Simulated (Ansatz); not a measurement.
# CH7GeSi: the cost of one run

Program: the Python package of Ansatz 0.2.0. Level of theory: B3LYP/def2-SVP. These are calculated values, not measurements.

## (1) The structure

Bond lengths: Si1–C2 1.867 Å, C2–Ge3 1.945 Å, Si1–H4 1.470 Å, Si1–H5 1.471 Å, Si1–H6 1.470 Å, C2–H7 1.109 Å, C2–H8 1.109 Å, Ge3–H9 1.550 Å, Ge3–H10 1.550 Å. Angles (14 of 15 angles, heavy atoms first): Si1–C2–Ge3 109.5°, Si1–C2–H7 109.4°, Si1–C2–H8 109.5°, Ge3–C2–H7 109.5°, Ge3–C2–H8 109.5°, C2–Si1–H4 109.4°, C2–Si1–H5 109.5°, C2–Si1–H6 109.5°, C2–Ge3–H9 109.3°, C2–Ge3–H10 109.4°, H7–C2–H8 109.5°, H4–Si1–H5 109.5°, H4–Si1–H6 109.5°, H5–Si1–H6 109.5°.

No structure file is read: the coordinates are typed or built in the script.

## (2) Script

File scan_ch7gesi.py:

```python
# -*- coding: utf-8 -*-
import ansatz
import numpy as np


def main():
    geometry_ang = [
        ("Si", (-1.1206, 0.6222, -0.0284)),
        ("C", (-0.0843, -0.9283, -0.1077)),
        ("Ge", (1.7928, -0.4657, 0.1028)),
        ("H", (-2.539, 0.2696, -0.1878)),
        ("H", (-0.7181, 1.5365, -1.1075)),
        ("H", (-0.9215, 1.279, 1.2721)),
        ("H", (-0.3886, -1.6179, 0.7062)),
        ("H", (-0.2352, -1.4237, -1.0887)),
        ("H", (2.2144, 0.4998, -1.0341)),
        ("H", (2.0002, 0.2285, 1.473)),
    ]
    geometry = ansatz.Crystal.molecule()
    for symbol, xyz in geometry_ang:
        geometry = geometry.atom(symbol, xyz)

    symbols = [site.symbol for site in geometry.cartesian_sites]
    start = np.array([site.position_ang for site in geometry.cartesian_sites])
    axis = (start[3] - start[0]) / np.linalg.norm(start[3] - start[0])
    moving = [3]
    lengths, energies = [1.294, 1.353, 1.411, 1.47, 1.529, 1.588, 1.647, 1.735], []
    for length in lengths:
        xyz = start.copy()
        xyz[moving] += (length - np.linalg.norm(start[3] - start[0])) * axis
        point = ansatz.Crystal.molecule()
        for symbol, place in zip(symbols, xyz):
            point = point.atom(symbol, place.tolist())
        model = (
            point.calculation()
            .basis(gaussian="def2-SVP")
            .functional("b3lyp")
            .charge(-1)
            .accuracy("medium")
        )
        rep = model.run(threads=1).report
        energies.append(rep["free_energy_ev"])
        print(f"r = {length:6.3f} A  E = {energies[-1]:.5f} eV  <S^2> = {abs(rep['mean_field']['state']['spin_squared']):.3f}")

    fit = np.polynomial.Polynomial.fit(lengths, np.array(energies) - min(energies), 4).convert()
    roots = [r.real for r in fit.deriv().roots() if abs(r.imag) < 1e-9 and fit.deriv(2)(r.real) > 0]
    r_e = min(roots, key=lambda r: abs(r - lengths[int(np.argmin(energies))]))
    print(f"minimum of the fit at {r_e:.4f} A, force constant {fit.deriv(2)(r_e):.2f} eV/A^2")


if __name__ == "__main__":
    main()
```

## (3) The calls as engine input

The engine receives this input (first run):

```yaml
crystal:
  periodic: [false, false, false]
  atoms:
    - { symbol: Si, position_ang: [-1.1206, 0.6222, -0.0284] }
    - { symbol: C, position_ang: [-0.0843, -0.9283, -0.1077] }
    - { symbol: Ge, position_ang: [1.7928, -0.4657, 0.1028] }
    - { symbol: H, position_ang: [-2.368977601673306, 0.3118658612873606, -0.16869285794326352] }
    - { symbol: H, position_ang: [-0.7181, 1.5365, -1.1075] }
    - { symbol: H, position_ang: [-0.9215, 1.279, 1.2721] }
    - { symbol: H, position_ang: [-0.3886, -1.6179, 0.7062] }
    - { symbol: H, position_ang: [-0.2352, -1.4237, -1.0887] }
    - { symbol: H, position_ang: [2.2144, 0.4998, -1.0341] }
    - { symbol: H, position_ang: [2.0002, 0.2285, 1.473] }
accuracy: medium
basis:
  gaussian:
    orbitals: def2-SVP
hamiltonian:
  xc: b3lyp
total_charge: -1.0
```

## (4) Running it

Started as:

```sh
> python scan_ch7gesi.py
```

Q: Estimate wall time and peak memory on 1 thread of Arm Neoverse V1, shared host.

About 28 s, with a peak of 0.27 GiB.
